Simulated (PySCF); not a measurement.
# LiBe−: bond curves at several levels of theory

The task here is to estimate one member of a computed series from the others.

The runs use PySCF 2.14.0; Li def2-SVPD, Be def2-SVPD, no relativity.

4 further runs of the same task are left out: 4 set aside as unsound or not needed.

The first run:

The job is set up so:

```json
{
 "atoms": "Li, Be",
 "charge": "-1",
 "basis": "Li def2-SVPD, Be def2-SVPD",
 "Hamiltonian": "no relativity",
 "basis functions": "24",
 "electrons treated": "8",
 "masses in u": "7.0160, 9.0122",
 "levels": "PBE0, PBE, r²SCAN, r²SCAN0, B97-3, BLYP, CAM-B3LYP, MP2, SCS-MP2, CCSD, CCSD(T)",
 "grid": "80 radial by 434 angular points",
 "occupations": "held fixed by the projection of orbital angular momentum",
 "dissociation limit": "Li− + Be, each in its ground configuration",
 "starting distance in angstrom": "2.345",
 "values of 2S to try": "0, 2"
}
```

Among the steps run: The job; First curve: PBE0; PBE; r²SCAN (meta-GGA); r²SCAN0 (hybrid meta-GGA); B97-3; BLYP (GGA); CAM-B3LYP (range-separated hybrid); MP2 and coupled cluster.

One of the session's tables, all rows but one given; the rest of the session is left out.

It belongs to the step «The curves together». Energy (eV) from each level's lowest point:

| R (Å) | RHF-MP2 | RHF-SCS-MP2 | RHF-CCSD | RHF-CCSD(T) | PBE |
| --- | --- | --- | --- | --- | --- |
| 2.561 | 0.130 | 0.138 | n/a | n/a | 0.068 |
| 2.680 | 0.071 | 0.079 | 0.089 | 0.066 | 0.026 |
| 2.799 | 0.035 | 0.041 | 0.052 | 0.033 | 0.005 |
| 2.889 | 0.018 | 0.023 | 0.034 | 0.018 | 0.000 |
| 2.978 | ? | ? | ? | ? | ? |
| 3.067 | 0.002 | 0.004 | 0.013 | 0.003 | 0.008 |
| 3.187 | 0.000 | 0.000 | 0.006 | 0.000 | 0.022 |
| 3.335 | 0.003 | 0.000 | 0.002 | 0.000 | 0.045 |
| 3.514 | 0.010 | 0.004 | 0.000 | 0.004 | 0.078 |
| 3.752 | 0.023 | 0.012 | n/a | n/a | 0.122 |

Estimate the missing values for R (Å) = 2.978.

Worked estimate for «RHF-MP2». A straight line through the neighbours (2.889, 0.018) and (3.067, 0.002) gives 0.018 + (0.002 − 0.018) × (2.978 − 2.889) / (3.067 − 2.889) = 0.010; a parabola fitted to 4 rows on both sides gives 0.008.

**Answer.** RHF-MP2: 0.008; RHF-SCS-MP2: 0.011; RHF-CCSD: 0.022; RHF-CCSD(T): 0.008; PBE: 0.002. In «RHF-MP2» the line misses by +0.002 and the parabola by 0.000.
